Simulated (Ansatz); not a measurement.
The system is WAu.

```
W Au
1.0
     0.00000    2.74798    2.74798
     2.74798    0.00000    2.74798
     2.74798    2.74798    0.00000
W Au
1 1
Direct
  0.00000 0.00000 0.00000
  0.75000 0.75000 0.75000
```

The cell was built by a generator and needn't be a form met in nature.

```yaml
Program: Ansatz 0.2.0
Task: relaxation of cell and atoms
Functional: revPBE
Dispersion: D3(BJ)
Potentials_or_basis: Ansatz PAW
Cutoff: "420 eV (not typed: the program's choice for these potentials)"
k_mesh: 8 × 8 × 8
Occupations: fermi-dirac, width 0.05 eV
Spin: no spin polarisation
```

At the start: volume 20.75 Å³/atom.

How do energy, volume and symmetry change on relaxing?

It ends after 5 steps and the volume is 23.68 Å³/atom (+14.1 %); space group F-43m (No. 216, to 0.05 Å).

Step by step:
```csv
step,energy change (eV),largest force (eV/Å),volume (Å³)
1,0.0000,0.0000,41.50
2,-0.4074,0.0000,47.96
3,-0.4106,0.0000,47.50
4,-0.4109,0.0000,47.36
5,-0.4130,0.0000,47.36
```

Final structure:
```
W Au
1.0
     0.00000    2.87164    2.87164
     2.87164    0.00000    2.87164
     2.87164    2.87164    0.00000
W Au
1 1
Direct
  0.00000 0.00000 0.00000
  0.75000 0.75000 0.75000
```

Caveat: the plane-wave basis is chosen anew once the cell has moved, so the energies of steps on either side of that aren't comparable; pairwise dispersion overbinds metals, which lowers pressure and volume; the PAW data sets come from PBE, with cores solved anew for the run's functional, which leaves a small shift of forces and pressure.
